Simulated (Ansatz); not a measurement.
# AlFH4SSi: basis-set convergence

One table from this session's results is given with a row withheld; the runs are named, their logs left out.

Program: Ansatz 0.2.0, Gaussian basis. Level of theory: one geometry, several basis sets. These are calculated values, not measurements.

Plan: PBE0-D4/def2-SVP; ωB97M-V/def2-SVP; PBE0-D4/def2-QZVPP; ωB97M-V/def2-QZVPP; the functionals' def2-TZVPP values are taken from earlier runs.

**The relaxed structure**

All runs share one geometry, relaxed beforehand with PBE0-D4 in a triple-zeta def2 set.

SMILES `[F][AlH][S][SiH3]`, 8 atoms, charge 0, spin multiplicity 1.

Atoms are counted from 1 here; the program's logs count them from 0.

Bond lengths: F1–Al2 1.645 Å, Al2–S3 2.166 Å, Al2–H5 1.568 Å, S3–Si4 2.141 Å, Si4–H6 1.483 Å, Si4–H7 1.483 Å, Si4–H8 1.486 Å. Angles: F1–Al2–S3 115.4°, F1–Al2–H5 119.1°, S3–Al2–H5 125.5°, Al2–S3–Si4 99.7°, S3–Si4–H6 108.9°, S3–Si4–H7 108.9°, S3–Si4–H8 110.5°, H6–Si4–H7 109.4°, H6–Si4–H8 109.5°, H7–Si4–H8 109.5°.

Set-up of the first run:

in.yaml reads:

```yaml
crystal:
  periodic: [false, false, false]
  atoms:
    - {symbol: F, position_ang: [2.938257, 1.663023, 0.459352]}
    - {symbol: Al, position_ang: [1.456446, 1.110084, 0.005537]}
    - {symbol: S, position_ang: [0.806409, -0.711466, 0.981556]}
    - {symbol: Si, position_ang: [-1.105356, -0.958669, 0.048941]}
    - {symbol: H, position_ang: [0.639000, 1.909706, -1.067132]}
    - {symbol: H, position_ang: [-2.155783, -0.946386, 1.095618]}
    - {symbol: H, position_ang: [-1.129120, -2.261435, -0.659059]}
    - {symbol: H, position_ang: [-1.357753, 0.138144, -0.920613]}
basis:
  gaussian: {orbitals: def2-SVP}
hamiltonian: {xc: pbe0, dispersion: d4}
output: {orbitals: {seedname: orbitals}}
```

Command:

```sh
$ ansatz run in.yaml --threads 2 --pin off --events-out ev --progress --plain --max-ram 4352MiB
```

Among the steps run: PBE0-D4 in def2-SVP; ωB97M-V in def2-SVP; PBE0-D4 in def2-QZVPP; ωB97M-V in def2-QZVPP.

One table of the session follows, with a row left open; its other results are not shown here.

It belongs to the step «Density functionals: the series». 

```
functional       basis  HOMO (eV)
   PBE0-D4    def2-SVP      -7.95
   PBE0-D4  def2-TZVPP      -8.00
   PBE0-D4  def2-QZVPP      -8.02
   ωB97M-V    def2-SVP     -10.02
   ωB97M-V  def2-TZVPP     -10.14
   ωB97M-V  def2-QZVPP          ?
```

**Question.** Estimate the row for ωB97M-V, def2-QZVPP.

As computed: HOMO (eV): -10.16. In the column «HOMO (eV)» it is the lowest.
